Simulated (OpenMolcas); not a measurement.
# Pr²⁺ among point charges: CASSCF levels and susceptibility

How does a field of 8 point charges split the states of Pr²⁺, and what χT follows?

Method: state-averaged CASSCF, spin-orbit coupling by RASSI with atomic mean-field integrals. Code: OpenMolcas 26.06.

### Step 1. Starting point

| Property | Result |
| --- | --- |
| Species | Pr²⁺ (praseodymium, Z = 59, 57 electrons) |
| Basis | ANO-RCC-VTZP [8s7p5d3f2g1h], 104 functions |
| Scalar Hamiltonian | DKH2, point nucleus |
| Inactive shells | 1s 2s 2p 3s 3p 3d 4s 4p 4d 5s 5p |
| Active space | 3 electrons in 7 orbitals (4f) |
| Some configurations of this space | 4f3 |
| Orbitals | optimised for the highest spin of each parity, averaged over all roots |

Outer shells as boxes (Hund's rule):

4f3
```
4f [↑ ][↑ ][↑ ][  ][  ][  ][  ]
```

The ion sits among 8 point charges of -0.5 e arranged as a cube (Oh), 2.62 Å from the ion.

The work runs as a chain of OpenMolcas steps in one folder; each step below is one input file. Labels, J, g values, rates, χT and fits are worked out afterwards by a script from the matrices that RASSI stores. The input lists half of the charges; inversion (Group=XYZ) makes the rest.

### Step 2. GATEWAY and SEWARD: basis and integrals

Contents of a.inp:

```
&GATEWAY
Coord
1

Pr 0.0 0.0 0.0
Basis=ANO-RCC-VTZP
Group=XYZ
NoMove
AngMom=0.0 0.0 0.0
AMFI
XField
4 Angstrom 0
1.512658 1.512658 1.512658 -0.500000
1.512658 1.512658 -1.512658 -0.500000
1.512658 -1.512658 1.512658 -0.500000
1.512658 -1.512658 -1.512658 -0.500000
&SEWARD
```

Command:

```sh
$ OMP_NUM_THREADS=1 MOLCAS_MEM=2252 MOLCAS_PROJECT=a pymolcas a.inp > a.log
```

### Step 3. CASSCF: quartets of odd parity, 35 roots

Contents of a.inp:

```
&RASSCF
FileOrb=start.orb
Symmetry=2
Spin=4
nActEl=3 0 0
Inactive=15 12
Ras2=0 7
CIRoot=35 35 1
SDav=35
CIMx=300
Iter=120 100
PrWF=0.3
OrbListing=Nothing
MaxOrb=0
>>> COPY $Project.JobIph JOB001
```

start.orb holds the contracted functions of the basis, ordered by shell, or the orbitals of the step before.

### Step 4. Reference wave functions, doublets of odd parity, 112 roots

Contents of a.inp:

```
&RASSCF
FileOrb=start.orb
Symmetry=2
Spin=2
nActEl=3 0 0
Inactive=15 12
Ras2=0 7
CIRoot=112 112 1
SDav=112
CIMx=300
Iter=120 100
PrWF=0.3
OrbListing=Nothing
MaxOrb=0
CIOnly
>>> COPY $Project.JobIph JOB002
```

### Step 5. RASSI: spin-orbit coupling between the states

Contents of a.inp:

```
&RASSI
NrOfJobIphs=2 35 96
1 2 3 4 5 6 7 8 9 10 11 12 13 14 15 16 17 18 19 20 21 22 23 24 25 26 27
28 29 30 31 32 33 34 35
1 2 3 4 5 6 7 8 9 10 11 12 13 14 15 16 17 18 19 20 21 22 23 24 25 26 27
28 29 30 31 32 33 34 35 36 37 38 39 40 41 42 43 44 45 46 47 48 49 50 51
52 53 54 55 56 57 58 59 60 61 62 63 64 65 66 67 68 69 70 71 72 73 74 75
76 77 78 79 80 81 82 83 84 85 86 87 88 89 90 91 92 93 94 95 96
IphNames
JOB001
JOB002
EJob
SpinOrbit
DIPRint=1.0
SOCoupling=1000.0
Subsets=2
Property=9
'ANGMOM' 1 'ANGMOM' 2 'ANGMOM' 3 'MLTPL  1' 1 'MLTPL  1' 2 'MLTPL  1' 3
'AMFI' 1 'AMFI' 2 'AMFI' 3
SOProperty=3
'ANGMOM' 1 'ANGMOM' 2 'ANGMOM' 3
```

Before running it: what results should come out? Wanted: spin-free ground state; first state of the same spin within the active space; lowest level; next level.

**Answer**, as computed:

```
                                            quantity                            value
                                              method                           CASSCF
                              spin-free ground state  4A1, 1-fold in its orbital part
first state of the same spin within the active space                 4A2 at 4.99 cm⁻¹
                                        lowest level                        4-fold Γ8
                                          next level                        36.0 cm⁻¹
                                         χT at 300 K                   1.71 cm³ K/mol
                           effective moment at 300 K                          3.70 μB
```

In words: The spin-free ground state (4A1) comes to 100 % from free-ion I terms and keeps the highest spin of the shell. The doublets rest on orbitals optimised for another spin in at least one step, which raises them against the optimised states. Not all states of the active space went into the spin-orbit step. High states of lower spin are left out of the spin-orbit mixing, and CASSCF puts spin-flip levels too high. This is an electrostatic model: the charges have no orbitals.
